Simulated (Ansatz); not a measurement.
# Si5PdW2: the cost of one run

Method: DFT PBE, scalar-relativistic, plane waves, PAW, unless a step names another level, in Ansatz 0.2.0.

### 1 The system as given

Symmetry: P4/mmm, No. 123, tetragonal system. The conventional cell has a = 3.246 Å, b = 3.246 Å, c = 10.692 Å, α = 90.00°, β = 90.00°, γ = 90.00°. Si (site symmetry 4mm) is surrounded by 1 W at 2.52 Å and 5 Si at 2.62 to 2.67 Å and 4 Pd at 2.64 Å. Around Si (site symmetry 4mm) lie 4 W at 2.57 Å and 5 Si at 2.67 Å and 1 Pd at 2.68 Å. Si (site symmetry 4/mmm) is surrounded by 2 Si at 2.67 Å and 8 W at 2.75 Å. Pd (site symmetry 4/mmm) is surrounded by 10 Si at 2.64 to 2.68 Å. W (site symmetry 4mm) has 9 Si at 2.52 to 2.75 Å as nearest neighbours.

Coordinates:

```cif
data_structure
_symmetry_space_group_name_H-M 'P4/mmm'
_symmetry_Int_Tables_number 123
_cell_length_a 3.2458
_cell_length_b 3.2458
_cell_length_c 10.6919
_cell_angle_alpha 90.000
_cell_angle_beta 90.000
_cell_angle_gamma 90.000
_cell_volume 112.64
loop_
_atom_site_label
_atom_site_type_symbol
_atom_site_symmetry_multiplicity
_atom_site_Wyckoff_symbol
_atom_site_fract_x
_atom_site_fract_y
_atom_site_fract_z
_atom_site_occupancy
Si1 Si 2 h 0.50000 0.50000 0.87758 1
Si2 Si 2 g 0.00000 0.00000 0.74951 1
Si3 Si 1 b 0.00000 0.00000 0.50000 1
Pd1 Pd 1 a 0.00000 0.00000 0.00000 1
W1 W 2 h 0.50000 0.50000 0.64180 1
```

It came out lowest among 19 distinct ends of the trial cells. At a tolerance of 0.05 Å it has space group P4/mmm (No. 123).

### 2 Relaxing to 0.001 eV/Å, on the response runs' mesh and smearing

Contents of input.yaml:

```yaml
crystal:
  lattice:
    - [3.2458348939, 0.0, 0.0]
    - [0.0, 3.2458348939, 0.0]
    - [0.0, 0.0, 10.6918958545]
  atoms:
    - { symbol: Si, position: [0.5, 0.5, 0.8775843541] }
    - { symbol: Si, position: [0.0, 0.0, 0.7495090021] }
    - { symbol: Si, position: [0.5, 0.5, 0.1224156459] }
    - { symbol: Si, position: [0.0, 0.0, 0.2504909979] }
    - { symbol: Si, position: [0.0, 0.0, 0.5] }
    - { symbol: Pd, position: [0.0, 0.0, 0.0] }
    - { symbol: W, position: [0.5, 0.5, 0.641799857] }
    - { symbol: W, position: [0.5, 0.5, 0.358200143] }
basis:
  ecutwfc: 420
kpoints:
  mp_grid: { grid: [10, 10, 4] }
hamiltonian:
  xc: pbe
scf:
  occupations: { method: gaussian, width: 0.1 }
output:
  forces: true
  stress: true
  eigenvalues: true
relax:
  adjacent_minimum: "off"
  f_tol: 0.001
  max_steps: 60
  cell: { stress_tol: 0.01 }
```

Run with:

```bash
ansatz run input.yaml --threads 3 --pin off --max-ram 7680MiB --backend cpu --events-out ev --progress --plain --runs-dir out
```

**Question.** How long does this run take on 3 threads of Intel Xeon at 2.70GHz, shared host, and how much memory does it need?

About 22 s, with a peak of 0.61 GiB.
